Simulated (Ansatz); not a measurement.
Write a Python script for Ansatz's Python interface that makes a charge-density difference against the sublattices of YbTl₃, space group Pm-3m. Settings (first run): PBEsol, PAW, cutoff 460 eV, 5×5×5 k-points, cold smearing of 0.1 eV.

```
Yb Tl
1.0
     4.85954    0.00000    0.00000
     0.00000    4.85954    0.00000
     0.00000    0.00000    4.85954
Yb Tl
1 3
Direct
  0.00000 0.00000 0.00000
  0.00000 0.50000 0.50000
  0.50000 0.00000 0.50000
  0.50000 0.50000 0.00000
```

The script, `drho_ybtl3.py`:
```python
"""Density of YbTl3 less that of its sublattices."""

import ansatz as az
import numpy as np

vectors0 = np.array([
    [4.859536, 0.0, 0.0],
    [0.0, 4.859536, 0.0],
    [0.0, 0.0, 4.859536],
])
sites = [
    ("Yb", (0.0, 0.0, 0.0)),
    ("Tl", (0.0, 0.5, 0.5)),
    ("Tl", (0.5, 0.0, 0.5)),
    ("Tl", (0.5, 0.5, 0.0)),
]


def make_crystal(cell):
    crystal = az.Crystal(lattice=az.Lattice.of(cell))
    for symbol, position in sites:
        crystal = crystal.atom(symbol, position)
    return crystal


def main() -> None:
    # same cell, cutoff and mesh for the crystal and its parts
    def solve(crystal):
        return (
            crystal.calculation()
            .functional("PBEsol")
            .occupations("cold", width=0.1)
            .basis(460, grid_basis="typed")  # a bare number is in eV
            .kpoints(5, 5, 5)  # the mesh must be finer for metals
            .density()
            .run(threads=1)
        )


    whole = solve(make_crystal(vectors0))
    difference = whole.density().channels[0].density_e_per_ang3.copy()
    binding = whole.report["free_energy_ev"]
    for element in ["Yb", "Tl"]:
        part = az.Crystal(lattice=az.Lattice.of(vectors0))
        for symbol, position in sites:
            if symbol == element:
                part = part.atom(symbol, position)
        alone = solve(part)
        difference -= alone.density().channels[0].density_e_per_ang3
        binding -= alone.report["free_energy_ev"]
        print(f"{element} sublattice: {alone.report['n_electrons']:g} electrons, {alone.report['n_iterations']} iterations")

    voxel = abs(np.linalg.det(vectors0)) / difference.size
    print(f"energy of the crystal less its unpolarised sublattices: {binding / len(sites):.4f} eV/atom")
    print(f"net charge of the difference {difference.sum() * voxel:.5f} e, charge rearranged {0.5 * np.abs(difference).sum() * voxel:.3f} e")
    print(f"extremes {difference.min():.4f} and {difference.max():.4f} e/A^3")
    for (symbol, position) in sites:
        index = tuple(int(round(p * n)) % n for p, n in zip(position, difference.shape))
        print(f"  change of the pseudo-density at the grid point nearest {symbol}: {difference[index]:+.4f} e/A^3")
    profile = difference.mean(axis=(0, 1))
    print("planar mean along the third vector:", np.round(profile[:: max(len(profile) // 12, 1)], 4))


if __name__ == "__main__":
    main()
```

```console
$ python drho_ybtl3.py
Yb sublattice: 24 electrons, 18 iterations
Tl sublattice: 39 electrons, 6 iterations
energy of the crystal less its unpolarised sublattices: -0.7927 eV/atom
net charge of the difference -0.00000 e, charge rearranged 0.498 e
extremes -0.4719 and 0.0253 e/A^3
  change of the pseudo-density at the grid point nearest Yb: -0.4719 e/A^3
  change of the pseudo-density at the grid point nearest Tl: +0.0227 e/A^3
  change of the pseudo-density at the grid point nearest Tl: +0.0227 e/A^3
  change of the pseudo-density at the grid point nearest Tl: +0.0227 e/A^3
planar mean along the third vector: [-0.0059  0.0006  0.0036  0.0046  0.0009 -0.0045 -0.0047 -0.0045  0.0009
  0.0046  0.0036  0.0006]
```

What to keep in mind:
- Semilocal functionals put the nearly full 4f shell of Yb too close to the Fermi level.
- For a metal this k-point mesh is coarse: on a finer one energies can move by several to tens of meV an atom and pressures by half a GPa or more, differences at one mesh by less.
- Spin-orbit coupling, which matters for elements this heavy, is left out.
- Grid values close to the nuclei reflect the PAW or pseudopotential construction, not the all-electron fields.
- This cell is a computed structure, which may not be the phase found in nature.
- Charge moved counts every rearrangement, bonding and polarisation too, and is no transfer between atoms; the bare sublattices are artificial references. Values near the nuclei depend on the potentials.
- It ran for 8.9 s on 1 thread of Arm Neoverse V1 (shared host), peak memory 0.35 GiB.
